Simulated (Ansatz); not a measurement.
Predict the output of the script below (the Ansatz DFT code, driven from Python).

The script, `ecut_layal4.py`:
```python
"""Cutoff test for LaYAl4."""

import ansatz as az
import pandas as pd


def main() -> None:
    cell = (
        az.Lattice.of((0.0, 4.011283, 4.011283), (4.011283, 0.0, 4.011283), (4.011283, 4.011283, 0.0))
        .atom("La", (0.25, 0.25, 0.25))
        .atom("Y", (0.0, 0.0, 0.0))
        .atom("Al", (0.624989, 0.125033, 0.624989))
        .atom("Al", (0.125033, 0.624989, 0.624989))
        .atom("Al", (0.624989, 0.624989, 0.125033))
        .atom("Al", (0.624989, 0.624989, 0.624989))
    )

    calc = cell.calculation()
    calc = calc.functional(az.Functional.LDA)
    calc = calc.kpoints(5, shift=0.5)
    calc = calc.occupations(az.OccupationsMethod.COLD).mixing("anderson", beta=0.5)
    calc = calc.initial_density(normalization="atom")
    calc = calc.scf(extra_bands=4)

    rows = []
    for value in [250, 300, 350, 400, 450]:
        rep = calc.basis(value).run().report
        rows.append((value, rep["free_energy_ev"] / len(rep["lattice"]["sites"]), rep["n_iterations"], rep["n_pw"]))

    table = pd.DataFrame(rows, columns=["cutoff (eV)", "F/atom (eV)", "iterations", "plane waves"])
    print(table.round(5).to_string(index=False))

    # the last row is the reference
    for row in rows[:-1]:
        shift = 1000 * (row[1] - rows[-1][1])
        print(f"{row[0]}: {shift:+.2f} meV/atom" + ("  (within 5 meV)" if abs(shift) < 5 else ""))


if __name__ == "__main__":
    main()
```

```console
$ python ecut_layal4.py
DeckWarning: basis.ecutwfc = 250 eV is below the records' recommended 420 eV, and the density's cutoff is lower with it unless basis.ecutrho_ratio is high enough to keep the records' density cutoff: compare with a run at a higher cutoff
DeckWarning: crystal.symmetry: narrowed to the stabiliser of the k-point mesh — unitary ops 24 → 6; excluded 18 operations that carry a point of the 5×5×5 mesh (shift [0.5, 0.5, 0.5]) off the mesh (the run samples exactly the mesh kpoints.mp_grid names, as under crystal.symmetry.detect: false, and its converged state has the mesh's symmetry, not the crystal's; ε∞, the Born charges and the force constants of a linear response (`dielectric:` by the response, `phonons.method: dfpt`) are averaged [...]
DeckWarning: basis.ecutwfc = 300 eV is below the records' recommended 420 eV, and the density's cutoff is lower with it unless basis.ecutrho_ratio is high enough to keep the records' density cutoff: compare with a run at a higher cutoff
DeckWarning: basis.ecutwfc = 350 eV is below the records' recommended 420 eV, and the density's cutoff is lower with it unless basis.ecutrho_ratio is high enough to keep the records' density cutoff: compare with a run at a higher cutoff
DeckWarning: basis.ecutwfc = 400 eV is below the records' recommended 420 eV, and the density's cutoff is lower with it unless basis.ecutrho_ratio is high enough to keep the records' density cutoff: compare with a run at a higher cutoff
 cutoff (eV)  F/atom (eV)  iterations  plane waves
         250  -1979.21136           8         1139
         300  -1979.32493           8         1471
         350  -1979.35164           8         1917
         400  -1979.35701           8         2397
         450  -1979.35783           8         2741
250: +146.47 meV/atom
300: +32.90 meV/atom
350: +6.19 meV/atom
400: +0.82 meV/atom  (within 5 meV)
```
(Warnings from the package without file and line, shortened.)

From 400 eV on it stays within 5 meV an atom of the value at 450 eV; the first row (250 eV) is off by 146.5 meV and the last but one by 0.82 meV. The energy falls steadily, as expected when plane waves are added. The last run costs about 2.6 times the first.

What to keep in mind:
- For a metal this k-point mesh is coarse: on a finer one energies can move by several to tens of meV an atom and pressures by half a GPa or more, differences at one mesh by less.
- This cell is a computed structure, which may not be the phase found in nature.
- Shifts are counted from the last row, which is itself no proven limit.
- Wall time of the script: 20 s on 1 thread of Arm Neoverse V2, on a shared host, peak memory 0.46 GiB.
